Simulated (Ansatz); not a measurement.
# Al: the cost of one run

Computed with Ansatz 0.2.0 (DFT PBEsol, scalar-relativistic, plane waves, PAW, unless a step's input says otherwise).

**1. The structure to begin with**

It takes space group Fm-3m (No. 225, cubic). Conventional cell: a = 4.050 Å, b = 4.050 Å, c = 4.050 Å, α = 90.00°, β = 90.00°, γ = 90.00°. Al (site symmetry m-3m) is surrounded by 12 Al at 2.86 Å.

As a file:

```cif
data_structure
_symmetry_space_group_name_H-M 'Fm-3m'
_symmetry_Int_Tables_number 225
_cell_length_a 4.0500
_cell_length_b 4.0500
_cell_length_c 4.0500
_cell_angle_alpha 90.000
_cell_angle_beta 90.000
_cell_angle_gamma 90.000
_cell_volume 66.43
loop_
_atom_site_label
_atom_site_type_symbol
_atom_site_symmetry_multiplicity
_atom_site_Wyckoff_symbol
_atom_site_fract_x
_atom_site_fract_y
_atom_site_fract_z
_atom_site_occupancy
Al1 Al 4 a 0.00000 0.00000 0.00000 1
```

**2. Relaxing cell and atoms: Al, no spin**

input.yaml reads:

```yaml
crystal:
  lattice:
    - [0.0, 2.025, 2.025]
    - [2.025, 0.0, 2.025]
    - [2.025, 2.025, 0.0]
  atoms:
    - { symbol: Al, position: [0.0, 0.0, 0.0] }
scf:
  occupations: { method: methfessel_paxton, width: 0.4 }
output:
  forces: true
  stress: true
  eigenvalues: true
hamiltonian:
  xc: pbesol
kpoints:
  mp_grid: { grid: [40, 40, 40] }
relax:
  f_tol: 0.005
  max_steps: 40
  cell: { stress_tol: 0.02 }
```

Started as:

```bash
> ansatz run input.yaml --threads 4 --pin off --max-ram 12288MiB --backend cpu --events-out ev --progress --plain --runs-dir out
```

What time and memory should one allow on 4 threads of Intel Xeon 6975P-C (Granite Rapids), shared host?

About 13 s, with a peak of 0.66 GiB.
